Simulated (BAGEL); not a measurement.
**SiN2H6O (SMILES N[SiH](N)O): a chain of runs**

We compute a single-point energy (HF/cc-pVDZ), then the energy (NEVPT2(2,2)/cc-pVDZ), then the energy (CASPT2(2,2)/cc-pVDZ) of SiN2H6O. 

Program for the calculation: BAGEL 1.2.2.

### 1 The molecule

The species is SiN2H6O (10 atoms), meant as a singlet with charge 0. SMILES: `N[SiH](N)O`. The N1–H5 distance was set to 1.913 Å, away from the relaxed value. At this shape a bond of the SMILES string is far longer than usual.

Bond lengths: N1–Si2 1.713 Å, Si2–N3 1.706 Å, Si2–O4 1.648 Å, N1–H6 1.007 Å, Si2–H7 1.482 Å, N3–H8 1.007 Å, N3–H9 1.006 Å, O4–H10 0.959 Å. Some angles: N1–Si2–N3 104.7°, N1–Si2–O4 106.6°, N3–Si2–O4 119.3°, N1–Si2–H7 118.9°, N3–Si2–H7 106.1°, O4–Si2–H7 102.2°, Si2–N1–H6 119.6°, Si2–N3–H8 121.6°, Si2–N3–H9 120.9°, Si2–O4–H10 116.3°.

### 2 The energy at HF/cc-pVDZ (density fitting with svp-jkfit) (run 1)

input.json reads:

```json
{ "bagel": [

{
  "title": "molecule",
  "basis": "cc-pvdz.json",
  "df_basis": "svp-jkfit",
  "angstrom": true,
  "geometry": [
    { "atom": "N", "xyz": [      -0.914816,       0.476800,       0.368346 ] },
    { "atom": "Si", "xyz": [       0.352984,      -0.653000,       0.593246 ] },
    { "atom": "N", "xyz": [      -0.387916,      -1.988500,       1.353546 ] },
    { "atom": "O", "xyz": [       1.067384,      -0.857000,      -0.878054 ] },
    { "atom": "H", "xyz": [      -0.620700,       2.036300,      -0.700200 ] },
    { "atom": "H", "xyz": [      -1.552516,       0.666600,       1.124346 ] },
    { "atom": "H", "xyz": [       1.503384,      -0.279200,       1.450146 ] },
    { "atom": "H", "xyz": [      -1.262816,      -2.363700,       1.025846 ] },
    { "atom": "H", "xyz": [       0.162984,      -2.681600,       1.831446 ] },
    { "atom": "H", "xyz": [       0.481484,      -1.056100,      -1.610454 ] }
  ]
},

{
  "title": "hf"
},

{
  "title": "print",
  "file": "orbitals.molden",
  "orbitals": true
}

]}
```

The basis set cc-pVDZ is read from a file made from the Basis Set Exchange's data (not shown).

The run is started by

```bash
BAGEL_NUM_THREADS=1 BAGEL input.json > input.out
```

Log:

```text
* using 1 threads per process

  ===============================================================
  ===============================================================

  *** Geometry ***

  { "atom" : "N", "xyz" : [     -1.728752,      0.901021,      0.696073 ] },
  { "atom" : "Si", "xyz" : [      0.667043,     -1.233991,      1.121072 ] },
  { "atom" : "N", "xyz" : [     -0.733055,     -3.757720,      2.557831 ] },
  { "atom" : "O", "xyz" : [      2.017063,     -1.619495,     -1.659282 ] },
  { "atom" : "H", "xyz" : [     -1.172953,      3.848049,     -1.323186 ] },
  { "atom" : "H", "xyz" : [     -2.933830,      1.259691,      2.124706 ] },
  { "atom" : "H", "xyz" : [      2.840984,     -0.527612,      2.740379 ] },
  { "atom" : "H", "xyz" : [     -2.386376,     -4.466746,      1.938568 ] },
  { "atom" : "H", "xyz" : [      0.307995,     -5.067490,      3.460931 ] },
  { "atom" : "H", "xyz" : [      0.909873,     -1.995740,     -3.043317 ] },

  Number of auxiliary basis functions:      467

  Since a DF basis is specified, we compute 2- and 3-index integrals:
    o Being stored without compression. Storage requirement is 0.030 GB

  Number of basis functions:       90
  Number of electrons      :       42

    * METHOD: MOLECULE                             0.24

  *** RHF ***

  === Nuclear Repulsion ===
   183.5374059879

      * DIIS with orbital gradients will be used.

  === RHF iteration (cc-pvdz.json) ===
      0       -475.57904543          0.02354108           0.06
      1       -475.84753006          0.01890310           0.06
      2       -476.10413569          0.00240559           0.06
      3       -476.10869700          0.00125315           0.06
      4       -476.11020201          0.00024462           0.06
      5       -476.11029792          0.00008021           0.06
      6       -476.11031174          0.00004044           0.06
      7       -476.11031503          0.00002046           0.06
      8       -476.11031621          0.00001322           0.06
      9       -476.11031682          0.00000893           0.06
     10       -476.11031725          0.00000511           0.06
     11       -476.11031735          0.00000292           0.06
     12       -476.11031737          0.00000098           0.06
     13       -476.11031738          0.00000047           0.06
     14       -476.11031738          0.00000024           0.06
     15       -476.11031738          0.00000012           0.06
     16       -476.11031738          0.00000007           0.06
     17       -476.11031738          0.00000005           0.06
     18       -476.11031738          0.00000003           0.06
     19       -476.11031738          0.00000002           0.06
     20       -476.11031738          0.00000001           0.06
     21       -476.11031738          0.00000001           0.06
    * SCF iteration converged.

    * Permanent dipole moment:
           (    0.802495,     0.253190,    -0.034394) a.u.

    * METHOD: HF                                   1.47

    * METHOD: PRINT                                0.02

  ===============================================================
```

Wall time 1.9 s (1 thread of Arm Neoverse V1, shared host); peak memory 0.15 GiB.

### 3 A single-point energy at NEVPT2(2,2)/cc-pVDZ (density fitting with svp-jkfit) (run 2)

input.json reads:

```json
{ "bagel" : [

{
  "title" : "molecule",
  "basis" : "cc-pvdz.json",
  "df_basis" : "svp-jkfit",
  "angstrom" : true,
  "geometry" : [
    { "atom" : "N", "xyz" : [   -0.914816,    0.476800,    0.368346 ] },
    { "atom" : "Si", "xyz" : [    0.352984,   -0.653000,    0.593246 ] },
    { "atom" : "N", "xyz" : [   -0.387916,   -1.988500,    1.353546 ] },
    { "atom" : "O", "xyz" : [    1.067384,   -0.857000,   -0.878054 ] },
    { "atom" : "H", "xyz" : [   -0.620700,    2.036300,   -0.700200 ] },
    { "atom" : "H", "xyz" : [   -1.552516,    0.666600,    1.124346 ] },
    { "atom" : "H", "xyz" : [    1.503384,   -0.279200,    1.450146 ] },
    { "atom" : "H", "xyz" : [   -1.262816,   -2.363700,    1.025846 ] },
    { "atom" : "H", "xyz" : [    0.162984,   -2.681600,    1.831446 ] },
    { "atom" : "H", "xyz" : [    0.481484,   -1.056100,   -1.610454 ] }
  ]
},
{ "title" : "hf" },
{ "title" : "nevpt2", "nstate" : 1, "nact" : 2, "nclosed" : 20, "active" : [19, 22], "maxiter" : 200, "natocc" : true, "ncore" : 8 },
{ "title" : "print", "file" : "orbitals.molden", "orbitals" : true }

]}
```

The basis set cc-pVDZ is read from a file made from the Basis Set Exchange's data (not shown).

The run is started by

```bash
BAGEL_NUM_THREADS=1 BAGEL input.json > input.out
```

Log:

```text
* using 1 threads per process

  ===============================================================
  ===============================================================

  *** Geometry ***

  { "atom" : "N", "xyz" : [     -1.728752,      0.901021,      0.696073 ] },
  { "atom" : "Si", "xyz" : [      0.667043,     -1.233991,      1.121072 ] },
  { "atom" : "N", "xyz" : [     -0.733055,     -3.757720,      2.557831 ] },
  { "atom" : "O", "xyz" : [      2.017063,     -1.619495,     -1.659282 ] },
  { "atom" : "H", "xyz" : [     -1.172953,      3.848049,     -1.323186 ] },
  { "atom" : "H", "xyz" : [     -2.933830,      1.259691,      2.124706 ] },
  { "atom" : "H", "xyz" : [      2.840984,     -0.527612,      2.740379 ] },
  { "atom" : "H", "xyz" : [     -2.386376,     -4.466746,      1.938568 ] },
  { "atom" : "H", "xyz" : [      0.307995,     -5.067490,      3.460931 ] },
  { "atom" : "H", "xyz" : [      0.909873,     -1.995740,     -3.043317 ] },

  Number of auxiliary basis functions:      467

  Since a DF basis is specified, we compute 2- and 3-index integrals:
    o Being stored without compression. Storage requirement is 0.030 GB

  Number of basis functions:       90
  Number of electrons      :       42

    * METHOD: MOLECULE                             0.24

  *** RHF ***

  === Nuclear Repulsion ===
   183.5374059879

      * DIIS with orbital gradients will be used.

  === RHF iteration (cc-pvdz.json) ===
      0       -475.57904543          0.02354108           0.06
      1       -475.84753006          0.01890310           0.06
      2       -476.10413569          0.00240559           0.06
      3       -476.10869700          0.00125315           0.06
      4       -476.11020201          0.00024462           0.06
      5       -476.11029792          0.00008021           0.06
      6       -476.11031174          0.00004044           0.06
      7       -476.11031503          0.00002046           0.06
      8       -476.11031621          0.00001322           0.06
      9       -476.11031682          0.00000893           0.06
     10       -476.11031725          0.00000511           0.06
     11       -476.11031735          0.00000292           0.06
     12       -476.11031737          0.00000098           0.06
     13       -476.11031738          0.00000047           0.06
     14       -476.11031738          0.00000024           0.06
     15       -476.11031738          0.00000012           0.06
     16       -476.11031738          0.00000007           0.06
     17       -476.11031738          0.00000005           0.06
     18       -476.11031738          0.00000003           0.06
     19       -476.11031738          0.00000002           0.06
     20       -476.11031738          0.00000001           0.06
     21       -476.11031738          0.00000001           0.06
    * SCF iteration converged.

    * Permanent dipole moment:
           (    0.802495,     0.253190,    -0.034394) a.u.

    * METHOD: HF                                   1.55

    * freezing 8 orbitals
  ---------------------------
      CASSCF calculation
  ---------------------------

    ==== Active orbitals : =====
         Orbital 19
         Orbital 22
    ============================

    * nstate   :      1
    * nclosed  :     20
    * nact     :      2
    * nvirt    :     68
  === CASSCF iteration (cc-pvdz.json) ===

    * Using the second-order algorithm

      0  0      -476.12046637     1.91e-03      0.02

      1  0      -476.16440838     3.45e-03      0.38

      2  0      -476.17860466     1.23e-03      0.41

      3  0      -476.17951487     3.17e-04      0.44

      4  0      -476.17956314     9.32e-05      0.44

      5  0      -476.17956659     2.84e-05      0.43

      6  0      -476.17956688     8.64e-06      0.42

      7  0      -476.17956690     2.61e-06      0.44

      8  0      -476.17956690     7.85e-07      0.43

      9  0      -476.17956690     2.36e-07      0.43

     10  0      -476.17956690     7.06e-08      0.40

     11  0      -476.17956690     2.11e-08      0.39

     12  0      -476.17956690     6.33e-09      0.35

    * Second-order optimization converged. *

     guess   0:   closed 1.                   open ..

  === FCI iteration ===

      0  0      -476.10470483     9.44e-02      0.00
      1  0      -476.17845858     1.11e-02      0.00
      2  0 *    -476.17956690     4.51e-16      0.00

     * ci vector, state   0, <S^2> = 0.0000
       2.     0.9293500648
       .2    -0.3691997522

  === DF-NEVPT2 calculation ===

    * 3-index integral transformation done
    * assembly done

      NEVPT2 correlation energy:   -0.5989241453      0.23

          (+0)     -0.5360720338
          (+0)'    -0.0166107417
          (+1)     -0.0096458820
          (+1)'    -0.0000000000
          (+2)     -0.0004019445
          (-1)     -0.0339882175
          (-1)'     0.0000000000
          (-2)     -0.0022053259

      NEVPT2 total energy:       -476.7784910493

    * METHOD: NEVPT2                               5.50

    * METHOD: PRINT                                0.02

  ===============================================================
```

It took 7.5 s on 1 thread of Arm Neoverse V1, shared host; peak memory 0.15 GiB.

### 4 A single-point energy at CASPT2(2,2)/cc-pVDZ (density fitting with svp-jkfit) (run 3)

caspt2.json reads:

```json
{ "bagel" : [

{
  "title" : "molecule",
  "basis" : "cc-pvdz.json",
  "df_basis" : "svp-jkfit",
  "angstrom" : true,
  "geometry" : [
    { "atom" : "N", "xyz" : [      -0.914816,       0.476800,       0.368346 ] },
    { "atom" : "Si", "xyz" : [       0.352984,      -0.653000,       0.593246 ] },
    { "atom" : "N", "xyz" : [      -0.387916,      -1.988500,       1.353546 ] },
    { "atom" : "O", "xyz" : [       1.067384,      -0.857000,      -0.878054 ] },
    { "atom" : "H", "xyz" : [      -0.620700,       2.036300,      -0.700200 ] },
    { "atom" : "H", "xyz" : [      -1.552516,       0.666600,       1.124346 ] },
    { "atom" : "H", "xyz" : [       1.503384,      -0.279200,       1.450146 ] },
    { "atom" : "H", "xyz" : [      -1.262816,      -2.363700,       1.025846 ] },
    { "atom" : "H", "xyz" : [       0.162984,      -2.681600,       1.831446 ] },
    { "atom" : "H", "xyz" : [       0.481484,      -1.056100,      -1.610454 ] }
  ]
},

{ "title" : "hf" },

{ "title" : "casscf", "nstate" : 1, "nact" : 2, "nclosed" : 20, "active" : [19, 22], "maxiter" : 200, "natocc" : true },

{ "title" : "print", "file" : "orbitals.molden", "orbitals" : true },

{ "title" : "smith", "method" : "caspt2", "ms" : true, "xms" : true, "sssr" : true, "shift" : 0.2, "shift_imag" : true, "ncore" : 8 }

]}
```

The basis set cc-pVDZ is read from a file made from the Basis Set Exchange's data (not shown).

The run is started by

```bash
BAGEL_NUM_THREADS=1 BAGEL caspt2.json > caspt2.out
```

Log:

```text
* using 1 threads per process

  ===============================================================
  ===============================================================

  *** Geometry ***

  { "atom" : "N", "xyz" : [     -1.728752,      0.901021,      0.696073 ] },
  { "atom" : "Si", "xyz" : [      0.667043,     -1.233991,      1.121072 ] },
  { "atom" : "N", "xyz" : [     -0.733055,     -3.757720,      2.557831 ] },
  { "atom" : "O", "xyz" : [      2.017063,     -1.619495,     -1.659282 ] },
  { "atom" : "H", "xyz" : [     -1.172953,      3.848049,     -1.323186 ] },
  { "atom" : "H", "xyz" : [     -2.933830,      1.259691,      2.124706 ] },
  { "atom" : "H", "xyz" : [      2.840984,     -0.527612,      2.740379 ] },
  { "atom" : "H", "xyz" : [     -2.386376,     -4.466746,      1.938568 ] },
  { "atom" : "H", "xyz" : [      0.307995,     -5.067490,      3.460931 ] },
  { "atom" : "H", "xyz" : [      0.909873,     -1.995740,     -3.043317 ] },

  Number of auxiliary basis functions:      467

  Since a DF basis is specified, we compute 2- and 3-index integrals:
    o Being stored without compression. Storage requirement is 0.030 GB

  Number of basis functions:       90
  Number of electrons      :       42

    * METHOD: MOLECULE                             0.24

  *** RHF ***

  === Nuclear Repulsion ===
   183.5374059879

      * DIIS with orbital gradients will be used.

  === RHF iteration (cc-pvdz.json) ===
      0       -475.57904543          0.02354108           0.07
      1       -475.84753006          0.01890310           0.06
      2       -476.10413569          0.00240559           0.06
      3       -476.10869700          0.00125315           0.06
      4       -476.11020201          0.00024462           0.06
      5       -476.11029792          0.00008021           0.06
      6       -476.11031174          0.00004044           0.06
      7       -476.11031503          0.00002046           0.06
      8       -476.11031621          0.00001322           0.06
      9       -476.11031682          0.00000893           0.06
     10       -476.11031725          0.00000511           0.06
     11       -476.11031735          0.00000292           0.06
     12       -476.11031737          0.00000098           0.06
     13       -476.11031738          0.00000047           0.06
     14       -476.11031738          0.00000024           0.06
     15       -476.11031738          0.00000012           0.06
     16       -476.11031738          0.00000007           0.06
     17       -476.11031738          0.00000005           0.06
     18       -476.11031738          0.00000003           0.06
     19       -476.11031738          0.00000002           0.06
     20       -476.11031738          0.00000001           0.06
     21       -476.11031738          0.00000001           0.06
    * SCF iteration converged.

    * Permanent dipole moment:
           (    0.802495,     0.253190,    -0.034394) a.u.

    * METHOD: HF                                   1.56

  ---------------------------
      CASSCF calculation
  ---------------------------

    ==== Active orbitals : =====
         Orbital 19
         Orbital 22
    ============================

    * nstate   :      1
    * nclosed  :     20
    * nact     :      2
    * nvirt    :     68
  === CASSCF iteration (cc-pvdz.json) ===

    * Using the second-order algorithm

      0  0      -476.12046637     1.91e-03      0.02

      1  0      -476.16440838     3.45e-03      0.36

      2  0      -476.17860466     1.23e-03      0.40

      3  0      -476.17951487     3.17e-04      0.42

      4  0      -476.17956314     9.32e-05      0.41

      5  0      -476.17956659     2.84e-05      0.40

      6  0      -476.17956688     8.64e-06      0.39

      7  0      -476.17956690     2.61e-06      0.43

      8  0      -476.17956690     7.85e-07      0.43

      9  0      -476.17956690     2.36e-07      0.41

     10  0      -476.17956690     7.06e-08      0.39

     11  0      -476.17956690     2.11e-08      0.37

     12  0      -476.17956690     6.33e-09      0.34

    * Second-order optimization converged. *

     guess   0:   closed 1.                   open ..

  === FCI iteration ===

      0  0      -476.10470483     9.44e-02      0.00
      1  0      -476.17845858     1.11e-02      0.00
      2  0 *    -476.17956690     4.51e-16      0.00

     * ci vector, state   0, <S^2> = 0.0000
       2.     0.9293500648
       .2    -0.3691997522

    * METHOD: CASSCF                               4.92

    * METHOD: PRINT                                0.02

  === SMITH program ===

    * freezing 8 orbitals

    * Approximate memory requirement for SMITH calulation per MPI process:
      o Storage requirement for T-amplitude, lambda, and residual is 0.03 GB
      o Storage requirement for MO integrals is 0.01 GB
    * Calculating and saving rdm4f

    * Zeroth order energy : state  0       -0.6345796869

    * CASPT2 iteration is performed using orthogonal basis

      -------------------------------------------  CASPT2 iteration  ---------------------------------------------------
       #      aibj      arbs      arbi      airj      risj      airs      arst      rist         Etot      error   time
      ------------------------------------------------------------------------------------------------------------------

       0  -0.53430  -0.00276  -0.03588  -0.01041  -0.00058  -0.01642  -0.00000  -0.00000   -0.6003526  0.0007481   0.12
       1  -0.53435  -0.00277  -0.03594  -0.01045  -0.00060  -0.01656  -0.00000  -0.00000   -0.6006665  0.0000848   0.10
       2  -0.53435  -0.00277  -0.03594  -0.01045  -0.00060  -0.01656  -0.00000  -0.00000   -0.6006714  0.0000137   0.10
       3  -0.53435  -0.00277  -0.03594  -0.01045  -0.00060  -0.01657  -0.00000  -0.00000   -0.6006715  0.0000025   0.11
       4  -0.53435  -0.00277  -0.03594  -0.01045  -0.00060  -0.01657   0.00000  -0.00000   -0.6006715  0.0000004   0.11

      ------------------------------------------------------------------------------------------------------------------

    * CASPT2 energy : state  0     -476.7828848931
        w/o shift correction       -476.7802384072
        reference weight              0.8451797522

    * METHOD: SMITH                                0.81

  ===============================================================
```

It took 7.8 s on 1 thread of Arm Neoverse V1, shared host; peak memory 0.22 GiB.

### 5 What came out

| quantity | value |
| --- | --- |
| run 1, HF/cc-pVDZ: total energy | -476.11032 Eh |
| run 1, HF/cc-pVDZ: dipole moment | 2.14 D |
| run 1, HF/cc-pVDZ: HOMO energy | -10.65 eV |
| run 1, HF/cc-pVDZ: LUMO energy | 0.60 eV |
| run 1, HF/cc-pVDZ: HOMO–LUMO gap | 11.25 eV |
| run 2, NEVPT2(2,2)/cc-pVDZ: total energy | -476.77849 Eh |
| run 3, CASPT2(2,2)/cc-pVDZ: total energy | -476.78288 Eh |
